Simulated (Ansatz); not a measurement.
# RbMgCO3F: the cost of one run

Method: DFT, PBE, plane-wave PAW, default files, scalar-relativistic, as far as a step names no other, in Ansatz 0.2.0.

## (1) The system as given

The structure is hexagonal, space group P-62m (No. 189). The conventional cell has a = 9.016 Å, b = 9.016 Å, c = 3.940 Å, α = 90.00°, β = 90.00°, γ = 120.00°. Around Rb (site symmetry m2m) lie 10 O at 2.93 to 3.17 Å and 3 F at 3.05 to 3.09 Å. Mg (site symmetry m2m) has 2 F at 1.97 Å and 4 O at 1.99 to 2.20 Å as nearest neighbours. C (site symmetry -6) has 3 O at 1.27 Å as nearest neighbours. C (site symmetry -62m) is surrounded by 3 O at 1.28 Å. O (site symmetry m) is surrounded by 1 C at 1.27 Å. O (site symmetry m2m) has 1 C at 1.28 Å as nearest neighbours. F (site symmetry m2m) has 2 Mg at 1.97 Å as nearest neighbours.

Coordinates:

```
Rb Mg C O F
1.0
     9.01600    0.00000    0.00000
    -4.50800    7.80809    0.00000
     0.00000    0.00000    3.94030
Rb Mg C O F
3 3 3 9 3
Direct
  0.00000 0.38254 0.00000
  0.38254 0.00000 0.00000
  0.61746 0.61746 0.00000
  0.00000 0.71876 0.50000
  0.71876 0.00000 0.50000
  0.28124 0.28124 0.50000
  0.33333 0.66667 0.50000
  0.66667 0.33333 0.50000
  0.00000 0.00000 0.50000
  0.20125 0.68329 0.50000
  0.48204 0.79875 0.50000
  0.31671 0.51796 0.50000
  0.68329 0.20125 0.50000
  0.79875 0.48204 0.50000
  0.51796 0.31671 0.50000
  0.00000 0.14244 0.50000
  0.14244 0.00000 0.50000
  0.85756 0.85756 0.50000
  0.27880 0.27880 0.00000
  0.00000 0.72120 0.00000
  0.72120 0.00000 0.00000
```

## (2) First run, atoms as given

The input, input.yaml:

```yaml
crystal:
  lattice:
    - [9.016, 0.0, 0.0]
    - [-4.508, 7.8080850405, 0.0]
    - [0.0, 0.0, 3.9403]
  atoms:
    - { symbol: Rb, position: [0.0, 0.382538, 0.0] }
    - { symbol: Rb, position: [0.382538, 0.0, 0.0] }
    - { symbol: Rb, position: [0.617462, 0.617462, 0.0] }
    - { symbol: Mg, position: [0.0, 0.71876, 0.5] }
    - { symbol: Mg, position: [0.71876, 0.0, 0.5] }
    - { symbol: Mg, position: [0.28124, 0.28124, 0.5] }
    - { symbol: C, position: [0.3333333333, 0.6666666667, 0.5] }
    - { symbol: C, position: [0.6666666667, 0.3333333333, 0.5] }
    - { symbol: C, position: [0.0, 0.0, 0.5] }
    - { symbol: O, position: [0.20125, 0.68329, 0.5] }
    - { symbol: O, position: [0.48204, 0.79875, 0.5] }
    - { symbol: O, position: [0.31671, 0.51796, 0.5] }
    - { symbol: O, position: [0.68329, 0.20125, 0.5] }
    - { symbol: O, position: [0.79875, 0.48204, 0.5] }
    - { symbol: O, position: [0.51796, 0.31671, 0.5] }
    - { symbol: O, position: [0.0, 0.14244, 0.5] }
    - { symbol: O, position: [0.14244, 0.0, 0.5] }
    - { symbol: O, position: [0.85756, 0.85756, 0.5] }
    - { symbol: F, position: [0.2788, 0.2788, 0.0] }
    - { symbol: F, position: [0.0, 0.7212, 0.0] }
    - { symbol: F, position: [0.7212, 0.0, 0.0] }
kpoints:
  mp_grid: { grid: [3, 3, 6] }
scf:
  occupations: { method: fermi_dirac, width: 0.02 }
hamiltonian:
  xc: pbe
  pseudopotentials: { kind: paw }
output:
  forces: true
  stress: true
  populations: true
  efg:
    quadrupole_moments_barn: { Rb: 0.1335, Mg: 0.1994, O: -0.02558 }
    contact_densities: true
```

Command:

```sh
$ ansatz run input.yaml --threads 1 --pin off --max-ram 2560MiB --backend cpu --events-out ev --progress --plain --runs-dir out
```

Q: Estimate wall time and peak memory on 1 thread of AMD EPYC 7R43 (Zen 3), shared host.

About 53 s, with a peak of 0.75 GiB.
